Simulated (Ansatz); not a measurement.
**Ga: response to strain**

Aim: deform Ga (zz strain of +1 %) and compute stress, forces and field gradients with LAPW, PAW and all-electron datasets made for the crystal.

Program: Ansatz 0.2.0. Level of theory: DFT LDA, scalar-relativistic. These are calculated values, not measurements.

### Step 1. The starting structure

The structure is tetragonal, space group I4/mmm (No. 139). The conventional cell has a = 2.808 Å, b = 2.808 Å, c = 4.458 Å, α = 90.00°, β = 90.00°, γ = 90.00°. Around Ga (site symmetry 4/mmm) lie 12 Ga at 2.81 to 2.99 Å.

Coordinates:

```xyz
1
Lattice="-1.4040 1.4040 2.2290 1.4040 -1.4040 2.2290 1.4040 1.4040 -2.2290" Properties=species:S:1:pos:R:3 pbc="T T T"
Ga    0.0000    0.0000    0.0000
```

### Step 2. After the deformation

Space group I4/mmm before, I4/mmm after.

### Step 3. All-electron LAPW

input.yaml

```yaml
crystal:
  lattice:
    - [-1.404, 1.404, 2.25129]
    - [1.404, -1.404, 2.25129]
    - [1.404, 1.404, -2.25129]
  atoms:
    - { symbol: Ga, position: [0.0, 0.0, 0.0] }
kpoints:
  mp_grid: { grid: [14, 14, 16] }
  band_path:
    path:
      - [0.0, 0.0, 0.0]
      - [0.0, 0.0, 0.5]
      - [0.25, 0.25, 0.25]
      - [0.0, 0.5, 0.0]
      - [0.0, 0.0, 0.0]
      - [0.5, 0.5, -0.5]
      - [0.3472324748, 0.6527675252, -0.3472324748]
      - [-0.3472324748, 0.3472324748, 0.3472324748]
      - [0.0, 0.0, 0.0]
    npoints: 5
scf:
  occupations: { method: fermi_dirac, width: 0.05 }
hamiltonian:
  xc: lda
  pseudopotentials: { kind: all_electron, lapw: { basis_error: 0.00025 } }
output:
  forces: true
  stress: true
  eigenvalues: true
```

Command:

```bash
ansatz run input.yaml --threads 1 --pin off --max-ram 3072MiB --backend cpu --events-out ev --progress --plain --runs-dir out
```

### Step 4. PAW on the default files

input.yaml

```yaml
crystal:
  lattice:
    - [-1.404, 1.404, 2.25129]
    - [1.404, -1.404, 2.25129]
    - [1.404, 1.404, -2.25129]
  atoms:
    - { symbol: Ga, position: [0.0, 0.0, 0.0] }
kpoints:
  mp_grid: { grid: [14, 14, 16] }
scf:
  occupations: { method: fermi_dirac, width: 0.05 }
hamiltonian:
  xc: lda
  pseudopotentials: { kind: paw }
output:
  forces: true
  stress: true
  eigenvalues: true
  efg: { contact_densities: true }
```

### Step 5. All-electron PAW on datasets made for the crystal

input.yaml: that of step 4 with these lines changed.

```diff
@@ -13,3 +13,3 @@
   xc: lda
-  pseudopotentials: { kind: paw }
+  pseudopotentials: { kind: all_electron, datasets: crystal }
 output:
```

(Steps that only read results are left out.)

What does the calculation give? Wanted: pressure; largest shear or deviatoric stress.

The runs gave:

```
                                 quantity                                              value
                                 pressure  LAPW -2.17, PAW -2.21, crystal datasets -2.17 GPa
largest shear or deviatoric stress (LAPW)                                           0.23 GPa
```

The largest part of the stress beyond the pressure is 0.23 GPa in size, in the zz component. No run of the undeformed cell stands beside it, so the pressure holds what the given cell had before the change. PAW: stress within 0.04 GPa of LAPW. Crystal datasets: stress within 0.01 GPa of LAPW. The k mesh doesn't keep the crystal's whole symmetry, which leaves small spurious terms.
